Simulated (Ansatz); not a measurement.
# ClI: the cost of one run

Computed with Ansatz 0.2.0 through its Python package. The levels of theory stand in the script.

**1. The system**

Bond lengths: I1–Cl2 2.380 Å.

Input file cli.xyz:

```xyz
2

I     0.00000    0.00000    0.00000
Cl    0.00000    0.00000    2.38000
```

**2. Script**

basis.py

```python
"""Basis-set convergence for ClI(+)."""

import ansatz as az

system = az.Crystal.molecule_from_extxyz("cli.xyz")

model = (
    system.calculation()
    .functional("B3LYP")
    .charge(1)
    .spin("collinear", total=1)
)

energies = {}
for basis in ["def2-SVP", "def2-SVPD", "def2-TZVP", "def2-TZVPP"]:
    data = model.basis(gaussian=basis).run().report
    size = data["n_frozen"] + data["n_occupied"][0] + data["n_virtual"][0]
    energies[basis] = (data["reference_energy_ev"] / 27.211386246, data["free_energy_ev"] / 27.211386246)
    print(f"{basis:14s} {size:4d} orbitals  reference {energies[basis][0]:14.6f} Ha  total {energies[basis][1]:14.6f} Ha")

last = energies["def2-TZVPP"][1]
for basis, (_, total) in energies.items():
    print(f"{basis:14s} lies {27.211386 * (total - last):9.4f} eV above def2-TZVPP")
```

**3. The input behind the calls**

The engine receives this input (first run):

```yaml
crystal:
  periodic: [false, false, false]
  atoms:
    - { symbol: I, position_ang: [0.0, 0.0, 0.0] }
    - { symbol: Cl, position_ang: [0.0, 0.0, 2.38] }
basis:
  gaussian:
    orbitals: def2-SVP
hamiltonian:
  xc: b3lyp
magnetization:
  spin_polarized: true
  initial_magnetization: 1.0
total_charge: 1.0
```

**4. The run**

The run is started by

```sh
$ python basis.py
```

Q: Estimate wall time and peak memory on 1 thread of Arm Neoverse V1, shared host.

About 14 s, with a peak of 0.25 GiB.
